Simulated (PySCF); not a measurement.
# CH5BrGe (GeH2MeBr): the cost of one run

Computed with PySCF 2.14.0. Level: levels as typed in each script, gas phase, geometry from GFN2-xTB.

### 1 The system as given

8 atoms, charge 0, spin multiplicity 1.

Bond lengths: Ge1–H2 1.511 Å, Ge1–H3 1.511 Å, Ge1–C4 1.968 Å, Ge1–Br8 2.279 Å, C4–H5 1.087 Å, C4–H6 1.088 Å, C4–H7 1.089 Å. Angles: H2–Ge1–H3 109.0°, H2–Ge1–C4 114.1°, H2–Ge1–Br8 105.3°, H3–Ge1–C4 114.1°, H3–Ge1–Br8 105.4°, C4–Ge1–Br8 108.1°, Ge1–C4–H5 110.8°, Ge1–C4–H6 110.4°, Ge1–C4–H7 110.4°, H5–C4–H6 108.5°, H5–C4–H7 108.4°, H6–C4–H7 108.2°.

As a file:

| atom | x (Å) | y (Å) | z (Å) |
| --- | --- | --- | --- |
| Ge1 | -0.84519 | -0.45602 | 0.00004 |
| H2 | -1.01741 | -1.31524 | -1.23145 |
| H3 | -1.01944 | -1.31746 | 1.22932 |
| C4 | -1.94202 | 1.17754 | -0.00022 |
| H5 | -2.99804 | 0.93244 | -0.07276 |
| H6 | -1.67629 | 1.81322 | -0.84282 |
| H7 | -1.78190 | 1.74301 | 0.91678 |
| Br8 | 1.34832 | 0.16204 | 0.00003 |

### 2 Density, bond paths and surface potential (B3LYP/def2-svp)

Contents of input.py:

```python
import numpy as np
from pyscf import gto, scf, dft
from pyscf.scf import atom_ks, atom_hf
from scipy.linalg import block_diag

def solve(mol, dm0=None, hcore=None):
    mf = (dft.UKS if mol.spin else dft.RKS)(mol, xc='b3lyp')
    mf.grids.level = 3
    mf = mf.density_fit(auxbasis='def2-universal-jkfit')
    mf.conv_tol, mf.max_cycle = 1e-8, 80
    if hcore is not None:
        mf.get_hcore = lambda *args: hcore
    mf.kernel(dm0)
    if not mf.converged:
        mf = mf.newton().run(mf.mo_coeff, mf.mo_occ, max_cycle=30)
    assert mf.converged, 'SCF not converged'
    return mf

mol = gto.M(atom='''
Ge    -0.84519    -0.45602     0.00004
H     -1.01741    -1.31524    -1.23145
H     -1.01944    -1.31746     1.22932
C     -1.94202     1.17754    -0.00022
H     -2.99804     0.93244    -0.07276
H     -1.67629     1.81322    -0.84282
H     -1.78190     1.74301     0.91678
Br     1.34832     0.16204     0.00003
''', basis='def2-svp', charge=0, spin=0, verbose=4)
mf = solve(mol)
mf.analyze()
# spherically averaged free atoms, for the promolecule
atm = atom_ks.get_atm_nrks(mol, xc='b3lyp')
pro = block_diag(*[(atm[a[0]][2] * atm[a[0]][3]) @ atm[a[0]][2].T for a in mol._atom])
np.savez('result.npz', e=mf.e_tot, c=mf.mo_coeff, occ=mf.mo_occ, eps=mf.mo_energy, pro=pro, dip=mf.dip_moment(verbose=0), s2=mf.spin_square()[0])
```

On the command line:

```bash
OMP_NUM_THREADS=1 python input.py
```

Q: Estimate wall time and peak memory on 1 thread of AMD EPYC 7R43 (Zen 3), shared host.

About 8 s, with a peak of 0.44 GiB.
